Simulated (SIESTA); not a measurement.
Ta3AsAu2O13:

```
CELL_PARAMETERS angstrom
5.72385 -0.00745 -0.00403
1.30279 6.25499 0.00561
0.27574 1.30074 8.36754
ATOMIC_POSITIONS crystal
Ta 0.21713 0.30521 0.58431
Ta 0.03325 0.11123 0.99855
Ta 0.58248 0.62145 0.50482
As 0.58707 0.89691 0.83049
Au 0.58004 0.09228 0.18613
Au 0.04485 0.82077 0.44682
O 0.66201 0.69726 0.71088
O 0.51632 0.13418 0.69625
O 0.85098 0.88773 0.91932
O 0.34466 0.87003 0.94651
O 0.73015 0.29240 0.03095
O 0.24622 0.21809 0.11075
O 0.12900 0.09398 0.49104
O 0.48032 0.38887 0.43499
O 0.05966 0.26685 0.78594
O 0.93330 0.53240 0.45645
O 0.49975 0.85161 0.34971
O 0.25256 0.62988 0.62473
O 0.91878 0.95175 0.22636
```

The cell was built by a generator and needn't be a form met in nature.

Program: SIESTA 5.4.2. Alike in all runs: task band structure; no spin polarisation; cell as given; k mesh 5 × 5 × 4; smearing fermi-dirac 0.05 eV; grid cutoff 800 Ry; energy shift 0.003 Ry.

Problem. Order these runs on this cell by their pressure, lowest first.
A. level AM05; potentials or basis PseudoDojo 0.4 standard (PBEsol files), DZP (energy shift 0.003 Ry; two zetas on semicore shells)
B. level BLYP; potentials or basis PseudoDojo 0.4 standard (PBE files), DZP (energy shift 0.003 Ry; two zetas on semicore shells)
C. level LDA; potentials or basis PseudoDojo 0.4 standard (LDA files), DZP (energy shift 0.003 Ry; two zetas on semicore shells)
D. level RPBE; potentials or basis PseudoDojo 0.4 standard (PBE files), DZP (energy shift 0.003 Ry; two zetas on semicore shells)

Solution. C (-5.1 GPa), A (-0.5 GPa), D (6.4 GPa), B (8.3 GPa).

Caveats: short orbitals over semicore shells can move pressures by several GPa; the basis of atomic orbitals isn't converged, which shifts pressures, moduli and gaps; the potentials were made for another functional, which shifts forces and pressure (some runs).

Runs at the PBE level aren't shown here.
